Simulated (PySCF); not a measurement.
# GdH2: other functionals and bases at one geometry

An exercise on one series of results from a longer session: the logs are not shown, and one member is left open.

Program: PySCF 2.14.0. Level of theory: several levels, as the steps say, no spin–orbit coupling. These are calculated values, not measurements.

1 further run of the same task is left out (for a known fault of the program).

**Where the work starts**

3 atoms, charge 0, spin multiplicity 1.

Bond lengths: Gd1–H2 2.162 Å, Gd1–H3 2.162 Å. Angles: H2–Gd1–H3 116.9°.

Coordinates:

```xyz
3

Gd    0.00000    0.00000   -0.12084
H     1.84251    0.00000    1.01120
H    -1.84251    0.00000    1.01120
```

Formal oxidation states: Gd +2. Each metal's 8 4f electrons lie in its core potential, so multiplicities, spins and levels count the valence alone. For divalent La, Ce, Gd or Lu the extra electron is normally 5d or 6s, so this core forces an excited configuration. An earlier session relaxed this geometry at PBE0, Gd lcecp-0-SVP with ECP54, H def2-SVP (singlet, point group C2v).

At PBE0 on the finer grid: E = -31.004991 Eh, frontier levels not given, since the 4f levels lie in the core, Mulliken charge on Gd1 +0.40 e, largest force component 0.000 eV/Å. 

Levels to run: BLYP; BP86; PBE0, TZVP. Hardware: 2 threads of Intel Xeon Platinum 8488C (Sapphire Rapids), shared host.

Set-up of the first run:

The input, run.py (the lines that set the calculation):

```python
mol = gto.M(atom='''
Gd     0.00000     0.00000    -0.12084
H      1.84251     0.00000     1.01120
H     -1.84251     0.00000     1.01120''',
    basis={'Gd': 'lcecp-0-SVP', 'H': 'def2-SVP'},
    ecp={'Gd': 'lcecp-0-SVP'},
    charge=0, spin=0)
mf = dft.RKS(mol, xc='BLYP')
mf.grids.atom_grid = (75, 302)  # f atoms: unpruned, at least (60, 302)
mf = mf.density_fit()  # fitting sets: Gd AutoAux, H def2-universal-JKFIT
mf.conv_tol = 1e-08; mf.max_cycle = 55
mf.kernel(dm0)  # dm0: the density of the relaxed state
```

Run with:

```console
$ OMP_NUM_THREADS=2 python run.py
```

Steps of the session up to this table: BLYP; BP86; PBE0, TZVP.

One table of the session follows, with a row left open; its other results are not shown here.

| level | charge on Gd1 (e) | dipole (D) | largest force component (eV/Å) |
| --- | --- | --- | --- |
| PBE0 (relaxed here) | 0.40 | 6.54 | 0.00 |
| BLYP | 0.30 | 5.99 | 0.20 |
| BP86 | ? | ? | ? |
| PBE0, TZVP | 0.63 | 6.57 | 0.09 |

**Question.** Estimate the row for BP86.

**Answer.** charge on Gd1 (e): 0.32; dipole (D): 6.10; largest force component (eV/Å): 0.10. In the column «charge on Gd1 (e)» it lies between BLYP (0.30) and PBE0 (relaxed here) (0.40).

The largest leftover force, 0.20 eV/Å with BLYP, stands at a geometry relaxed at another level. With 4f in the core, its levels are missing from HOMO and gap, and its count is fixed, so no charge can pass from the ligands into it. Total energies of different levels can't be compared.
